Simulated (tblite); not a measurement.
# C6H11BF2O: the cost of one run

Programs: tblite 0.8.0 and PySCF 2.14.0, with density-fitted response routines of our own. Each step states its level of theory. These are calculated values for one molecule in the gas phase, unless marked as measured. Atoms count from 0, in the outputs and in this text.

## 1. Starting geometry

21 atoms, charge 0, multiplicity 1; geometry from: force field or distance geometry start.

Bonds of the start (Å): B0–C1 1.60, C1–C2 1.50, C1–C3 1.51, C3–O4 1.39, O4–C5 1.39, C5–C6 1.34, C6–C7 1.50, C7–F8 1.38, C7–F9 1.38, B0–H10 1.17, B0–H11 1.18, C1–H12 1.11, C2–H13 1.11, C2–H14 1.12, C2–H15 1.11, C3–H16 1.12, C3–H17 1.10, C5–H18 1.09, C6–H19 1.09, C7–H20 1.12.

## 2. Relaxing the molecule with GFN2-xTB

What the job is given:

```
{"job": {"kind": "relax", "xc": "GFN2-xTB", "basis": "xTB"}, "charge": 0, "multiplicity": 1}
B     -2.539300     0.010600     1.577100
C     -1.976100    -0.612600     0.210500
C     -2.513600     0.086400    -0.996900
C     -0.495200    -0.332100     0.246400
O      0.226400    -0.807000    -0.836900
C      1.595200    -0.569700    -0.855500
C      2.182300     0.306100    -0.036600
C      3.665800     0.528700    -0.073500
F      4.194200     0.016600    -1.237800
F      3.879000     1.886500    -0.009300
H     -1.807100     0.042200     2.491500
H     -3.715200    -0.011500     1.701200
H     -2.186300    -1.704100     0.226700
H     -3.606300    -0.115000    -1.062300
H     -2.287200     1.179100    -0.876200
H     -2.041600    -0.317200    -1.917500
H     -0.399700     0.773300     0.367900
H     -0.074600    -0.804200     1.151100
H      2.173500    -1.144200    -1.573000
H      1.615100     0.881000     0.696900
H      4.101700    -0.003700     0.805400
```

Launch:

```
> OMP_NUM_THREADS=1 python probes_run.py task.json out
```

One launch serves the whole session: the jobs run in the order shown.

Q: Estimate the wall time and peak memory of this first job on 1 thread of Arm Neoverse N1, shared host.

About 1.7 s, with a peak of 0.18 GiB.
